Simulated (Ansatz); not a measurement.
**GeH4N: search for lower mean-field states in Python**

Program: the Python package of Ansatz 0.2.0. Level of theory: Hartree-Fock/def2-TZVP. These are calculated values, not measurements.

**1. The system**

Bond lengths: N1–Ge2 1.924 Å, N1–H3 0.985 Å, Ge2–H4 1.492 Å, Ge2–H5 1.561 Å, Ge2–H6 1.560 Å. Angles: N1–Ge2–H4 110.1°, N1–Ge2–H5 108.4°, N1–Ge2–H6 110.3°, H4–Ge2–H5 107.3°, H4–Ge2–H6 111.3°, H5–Ge2–H6 109.4°, Ge2–N1–H3 103.4°.

geh4n.xyz, read by the script:

```xyz
6

N     0.47640   -1.35580    0.49980
Ge   -0.27460    0.24570   -0.25810
H     1.15690   -1.01500    1.12520
H    -1.33900   -0.10470   -1.24340
H     0.85000    0.99490   -1.03860
H    -0.82770    1.17090    0.86890
```

**2. The script**

The input, states_geh4n.py:

```python
"""Restricted and unrestricted solutions of GeH4N, stretched and not."""

import ansatz
import numpy as np


def main() -> None:
    geh4n = ansatz.Crystal.molecule_from_extxyz("geh4n.xyz")
    symbols = [site.symbol for site in geh4n.cartesian_sites]

    start = np.array([site.position_ang for site in geh4n.cartesian_sites])
    for factor in [1.0, 1.25, 1.6]:
        xyz = (start - start.mean(axis=0)) * factor
        scaled = ansatz.Crystal.molecule()
        for symbol, place in zip(symbols, xyz):
            scaled = scaled.atom(symbol, place.tolist())
        calculation = (
            scaled.calculation()
            .basis(gaussian="def2-TZVP")
            .functional("HF")
            .spin("collinear", total=1)
        )
        for search in ("off", "standard"):
            try:
                summary = calculation.scf(lower_state_search=search).run(threads=1).report
            except ansatz.AnsatzError as error:
                print(f"x{factor} search {search}: {type(error).__name__}")
                continue
            state = summary["mean_field"]["state"]
            print(f"all distances x{factor}, search {search:8s} E = {summary['free_energy_ev']:.5f} eV  <S^2> = {abs(state['spin_squared']):.3f}  other states met: {len(summary['mean_field']['others'])}")


if __name__ == "__main__":
    main()
```

**3. Launch**

Launch:

```console
$ python states_geh4n.py
```

Q: Estimate wall time and peak memory on 1 thread of Arm Neoverse V1, shared host.

About 43 s, with a peak of 0.35 GiB.
